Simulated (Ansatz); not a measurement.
This script makes relaxations under a series of pressures of K3CO, space group Pm-3m with the Ansatz DFT code, driven from Python.

Input file `POSCAR`:
```text
K3CO
1.0
   5.23106200    0.00000000    0.00000000
   0.00000000    5.23106200    0.00000000
   0.00000000    0.00000000    5.23106200
K C O
3 1 1
Direct
   0.00000000    0.00000000    0.50000000
   0.00000000    0.50000000    0.00000000
   0.50000000    0.00000000    0.00000000
   0.50000000    0.50000000    0.50000000
   0.00000000    0.00000000    0.00000000
```

Script `run_compress.py`:
```python
"""Cell of K3CO under pressure."""

from dataclasses import dataclass

import ansatz
from ase.io import read
import numpy as np


@dataclass(frozen=True)
class RunConfig:
    width_ev: float = 0.1
    max_scf: int = 50


opts = RunConfig()

def edges_and_angles(cell):
    cell = np.asarray(cell)
    a, b, c = np.linalg.norm(cell, axis=1)
    cosines = cell[1] @ cell[2] / (b * c), cell[0] @ cell[2] / (a * c), cell[0] @ cell[1] / (a * b)
    return (a, b, c, *np.degrees(np.arccos(cosines)))


def main() -> None:
    atoms = read("POSCAR", format="vasp")
    cell = ansatz.Crystal.from_ase(atoms)

    setup = (
        cell.calculation()
        .kpoints(5)
        .functional(ansatz.Functional.PBE)
        .occupations(ansatz.OccupationsMethod.GAUSSIAN, width=opts.width_ev)
        .basis(21 * ansatz.Ha)
        .scf(max_iterations=opts.max_scf)
    )

    # H = F + PV, with 1 GPa A^3 = 1/160.21766 eV
    rows = []
    for pressure in [0, 10, 20, 30, 40]:
        res = setup.relax(cell=True, pressure=pressure, force_tolerance=0.05, max_steps=30).run(threads=1, pin="off")
        cell = res.lattice.cell_ang
        n_atoms = len(res.lattice.sites)
        volume = abs(np.linalg.det(cell)) / n_atoms
        enthalpy = res.report["free_energy_ev"] / n_atoms + pressure * volume / 160.21766
        rows.append((pressure, volume, enthalpy, *edges_and_angles(cell)))
        print(f"{pressure} GPa done: {volume:.4f} A^3/atom")

    print(" P (GPa)  V (A^3/atom)  H (eV/atom)     a       b       c")
    for row in rows:
        print("{:8.1f} {:12.4f} {:14.5f} {:7.4f} {:7.4f} {:7.4f}".format(*row[:6]))
    p, v = np.array([row[0] for row in rows], float), np.array([row[1] for row in rows])
    print("mean bulk modulus between rows (GPa):", np.round(-np.diff(p) / np.diff(np.log(v)), 1))


if __name__ == "__main__":
    main()
```

From its runs, with one value withheld:

| P (GPa) | relaxed V (Å³/atom) |
| --- | --- |
| 0 | 27.991 |
| 10 | 20.885 |
| 20 | 18.092 |
| 30 | 16.404 |
| 40 | ? |

What volume does the cell relax to at 40 GPa?

Murnaghan's form V = V0 (1 + B' P / B0)^(-1/B') through the 4 rows shown gives V0 = 28.001 Å³, B0 = 20.1 GPa and B' = 3.36, and so 15.253 Å³ an atom at 40 GPa. The run gave 15.219 Å³, 0.23 % away.

The cell holds an odd number of electrons and is run without spin, so a magnetic state may lie lower. At a fixed pressure a relaxation lowers the enthalpy F + PV, while F alone can rise. For a metal this k-point mesh is coarse: on a finer one energies can move by several to tens of meV an atom and pressures by half a GPa or more, differences at one mesh by less. This cell is a computed structure, which may not be the phase found in nature. Symmetry holds the cell in this phase, whether or not it is the stable one at each pressure. Timing: 85 s on 1 thread of Arm Neoverse V2, with other jobs on the host, peak memory 0.57 GiB.
